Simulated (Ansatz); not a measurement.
# C: the cost of one run

Computed with Ansatz 0.2.0 (DFT PBE, scalar-relativistic, plane waves, PAW, unless a step's input says otherwise).

A COD entry behind a cell of this session may itself be a prediction, so a difference from it is no test against experiment.

41 further runs of the same task are left out: 41 set aside as unsound or not needed. Runs told in other sessions of the task aren't counted.

### 1 The starting structure

The structure is hexagonal, space group P6_3/mmc (No. 194). The conventional cell has a = 2.521 Å, b = 2.521 Å, c = 12.429 Å, α = 90.00°, β = 90.00°, γ = 120.00°. Around C (site symmetry 3m) lie 4 C at 1.55 to 1.57 Å. C (site symmetry 3m) is surrounded by 4 C at 1.54 to 1.55 Å. C (site symmetry 3m) is surrounded by 4 C at 1.55 Å.

Structure file:

```xyz
12
Lattice="2.5205 0.0000 0.0000 -1.2603 2.1829 0.0000 0.0000 0.0000 12.4291" Properties=species:S:1:pos:R:3 pbc="T T T"
C     0.0000    0.0000    2.3225
C     0.0000    0.0000    8.5371
C     0.0000    0.0000    3.8921
C     0.0000    0.0000   10.1066
C     0.0000    1.4552    6.4727
C     1.2603    0.7276    0.2581
C     0.0000    1.4552   12.1710
C     1.2603    0.7276    5.9564
C     0.0000    1.4552    8.0180
C     1.2603    0.7276    1.8034
C     0.0000    1.4552   10.6257
C     1.2603    0.7276    4.4112
```

This cell was relaxed beforehand with the same method: volume 5.70 Å³/atom, gap on the mesh 4.44 eV.

### 2 What is varied

The energy is mapped over the lattice constants a and c of the conventional cell.

The axes are (1) lattice constant a (and b): 9 values from 2.344 to 2.697 Å; (2) lattice constant c: 9 values from 11.808 to 13.051 Å.

Nothing else is relaxed (fractional coordinates fixed). Energies count from the relaxed crystal. Points are written as (first, second).

### 3 Grid point (2.521 Å, 11.808 Å)

File input.yaml:

```yaml
crystal:
  lattice:
    - [2.5205457478, 0.0, 0.0]
    - [-1.2602728739, 2.182856649, 0.0]
    - [0.0, 0.0, 11.8077]
  atoms:
    - { symbol: C, position: [0.0, 0.0, 0.1868593266] }
    - { symbol: C, position: [0.0, 0.0, 0.6868593266] }
    - { symbol: C, position: [0.0, 0.0, 0.3131406734] }
    - { symbol: C, position: [0.0, 0.0, 0.8131406734] }
    - { symbol: C, position: [0.3333333333, 0.6666666667, 0.5207665411] }
    - { symbol: C, position: [0.6666666667, 0.3333333333, 0.0207665411] }
    - { symbol: C, position: [0.3333333333, 0.6666666667, 0.9792334589] }
    - { symbol: C, position: [0.6666666667, 0.3333333333, 0.4792334589] }
    - { symbol: C, position: [0.3333333333, 0.6666666667, 0.6450950823] }
    - { symbol: C, position: [0.6666666667, 0.3333333333, 0.1450950823] }
    - { symbol: C, position: [0.3333333333, 0.6666666667, 0.8549049177] }
    - { symbol: C, position: [0.6666666667, 0.3333333333, 0.3549049177] }
basis:
  ecutwfc: 520.0
kpoints:
  mp_grid: { grid: [12, 12, 2] }
hamiltonian:
  xc: pbe
  pseudopotentials: { kind: paw, azcp: { folder: soft_1 } }
scf:
  occupations: { method: gaussian, width: 0.05 }
output:
  forces: true
  stress: true
  eigenvalues: true
```

Command:

```sh
ansatz run input.yaml --threads 2 --pin off --max-ram 4096MiB --backend cpu --events-out ev --progress --plain --runs-dir out
```

**Question.** How long does this run take on 2 threads of Arm Neoverse N1, shared host, and how much memory does it need?

About 7.4 s, with a peak of 0.37 GiB.
